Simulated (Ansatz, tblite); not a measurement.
**Si(OMe)Me3 (C₄H₁₂OSi): one state, many levels**

The task here is to estimate one member of a computed series from the others.

Computed with Ansatz 0.2.0, Gaussian basis. Level: as each input shows.

Levels to be run: GFN1-xTB, GFN2-xTB, PBE-D4/def2-TZVP, r2SCAN-D4/def2-TZVP, BLYP-D4/def2-TZVP, ωB97M-V/def2-TZVP, LDA/def2-TZVP, PBE-D4/def2-SVP, PBE0-D4/def2-SVP, HF/STO-3G, CCSD(T)/def2-SVP, MP2/def2-TZVP.

2 further runs of the same task are left out: 2 set aside as unsound or not needed.

## The geometry

The geometry is that of the singlet, from an earlier relaxation (PBE-D4/def2-SVP).

18 atoms, charge 0, spin multiplicity 1.

Bond lengths: C1–O5 1.408 Å, C1–H7 1.117 Å, C1–H8 1.111 Å, C1–H9 1.117 Å, C2–Si6 1.890 Å, C2–H10 1.109 Å, C2–H11 1.110 Å, C2–H12 1.110 Å, C3–Si6 1.890 Å, C3–H13 1.109 Å, C3–H14 1.110 Å, C3–H15 1.110 Å, C4–Si6 1.878 Å, C4–H16 1.109 Å, C4–H17 1.109 Å, C4–H18 1.109 Å, O5–Si6 1.696 Å. Angles: O5–C1–H7 112.7°, O5–C1–H8 109.0°, O5–C1–H9 112.7°, H7–C1–H8 107.4°, H7–C1–H9 107.4°, H8–C1–H9 107.4°, Si6–C2–H10 110.9°, Si6–C2–H11 111.8°, Si6–C2–H12 110.9°, H10–C2–H11 107.9°, H10–C2–H12 107.8°, H11–C2–H12 107.3°, Si6–C3–H13 110.9°, Si6–C3–H14 110.9°, Si6–C3–H15 111.8°, H13–C3–H14 107.8°, H13–C3–H15 107.9°, H14–C3–H15 107.3° and more.

PBE0-D4/def2-TZVP was run before; its log isn't repeated, and its numbers join the tables.

Set-up of the first run:

Tight binding, by tblite at 300 K electronic temperature and without a spin-polarisation term:

```python
tblite.interface.Calculator('GFN1-xTB', numbers, positions, charge=0, uhf=0).singlepoint()
```

Tight binding, by tblite at 300 K electronic temperature and without a spin-polarisation term:

```python
tblite.interface.Calculator('GFN2-xTB', numbers, positions, charge=0, uhf=0).singlepoint()
```

start.molden holds the orbitals of an earlier run on this state, given as this run's starting guess.

Contents of in.yaml:

```yaml
crystal:
  periodic: [false, false, false]
  atoms:
    - {symbol: C, position_ang: [0.463955, 0.823768, 2.219849]}
    - {symbol: C, position_ang: [1.618464, -0.290392, -0.885864]}
    - {symbol: C, position_ang: [-1.072898, 1.241123, -0.899757]}
    - {symbol: C, position_ang: [-1.055234, -1.855396, -0.636300]}
    - {symbol: O, position_ang: [-0.129823, -0.211459, 1.473498]}
    - {symbol: Si, position_ang: [-0.150681, -0.262690, -0.221700]}
    - {symbol: H, position_ang: [1.559145, 0.921726, 2.025590]}
    - {symbol: H, position_ang: [0.336336, 0.607777, 3.301924]}
    - {symbol: H, position_ang: [-0.000114, 1.819693, 2.020956]}
    - {symbol: H, position_ang: [2.183979, -1.149226, -0.469613]}
    - {symbol: H, position_ang: [2.170243, 0.637469, -0.629106]}
    - {symbol: H, position_ang: [1.624178, -0.383331, -1.991934]}
    - {symbol: H, position_ang: [-2.104947, 1.287807, -0.495609]}
    - {symbol: H, position_ang: [-1.142692, 1.196314, -2.006643]}
    - {symbol: H, position_ang: [-0.561550, 2.190703, -0.638736]}
    - {symbol: H, position_ang: [-2.081100, -1.847245, -0.215507]}
    - {symbol: H, position_ang: [-0.522233, -2.732647, -0.216953]}
    - {symbol: H, position_ang: [-1.135030, -1.993993, -1.734106]}
basis:
  gaussian: {orbitals: def2-TZVP, initial_orbitals: start.molden}
hamiltonian: {xc: pbe, dispersion: d4}
scf: {omitted_lower_state_checks: [starts]}
output: {forces: true, orbitals: {seedname: orbitals}}
```

On the command line:

```
ansatz run in.yaml --threads 4 --pin off --events-out ev --progress --plain --max-ram 4787MiB
```

Among the steps run: PBE-D4/def2-TZVP; r2SCAN-D4/def2-TZVP; BLYP-D4/def2-TZVP; ωB97M-V/def2-TZVP; LDA/def2-TZVP; PBE-D4/def2-SVP; PBE0-D4/def2-SVP; HF/STO-3G; CCSD(T)/def2-SVP; MP2/def2-TZVP.

One table of the session follows, with a row left open; its other results are not shown here.

It belongs to the step «Binding energy». 

```
             method  binding an atom (eV)
          HF/STO-3G                 3.738
        HF/def2-SVP                 3.038
       HF/def2-TZVP                 3.010
      LDA/def2-TZVP                 4.495
    PBE-D4/def2-SVP                 4.055
   PBE-D4/def2-TZVP                 4.040
  BLYP-D4/def2-TZVP                 3.971
r2SCAN-D4/def2-TZVP                 3.999
   PBE0-D4/def2-SVP                 4.012
  PBE0-D4/def2-TZVP                 3.995
  ωB97M-V/def2-TZVP                 4.000
       MP2/def2-SVP                 3.824
      MP2/def2-TZVP                     ?
      CCSD/def2-SVP                 3.776
   CCSD(T)/def2-SVP                 3.807
```

Q: Estimate the row for MP2/def2-TZVP from the others.

**Answer.** binding an atom (eV): 3.888. In the column «binding an atom (eV)» it lies between MP2/def2-SVP (3.824) and BLYP-D4/def2-TZVP (3.971).

To keep in mind: Free atoms were run apart at each level; binding is atoms less cluster, divided by the number of atoms, without zero-point or spin-orbit terms.
